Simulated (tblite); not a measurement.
# Ca4S4: the cost of one run

Programs: tblite 0.8.0 and PySCF 2.14.0. All values are calculated, for the isolated system unless a continuum is named. Atoms count from 0, parts from 1.

### 1 The system as given

8 atoms, charge 0, multiplicity 1; geometry: distance geometry start.

### 2 Relaxing the cluster with GFN2-xTB

What the job is given:

```
{"job": {"kind": "relax", "xc": "GFN2-xTB", "basis": "xTB"}, "charge": 0, "multiplicity": 1}
Ca     0.543205     2.332913     0.505251
S      2.015446     1.370195    -1.313056
Ca    -0.066510     0.755422    -2.624957
S     -1.512158     1.731995    -0.807776
Ca    -1.568429    -0.524963     0.318914
S      0.491901     0.077898     1.643866
Ca     1.931721    -0.865130    -0.169331
S     -0.120996    -1.475736    -1.490909
```

Level: GFN2-xTB geometry optimisation, gas phase.

Run with:

```sh
$ OMP_NUM_THREADS=1 python cluster_run.py task.json out
```

One launch serves the whole session: the jobs run in the order shown.

**Question.** How long does this first job take on 1 thread of Intel Xeon at 2.50GHz, shared host?

About 1.7 s.
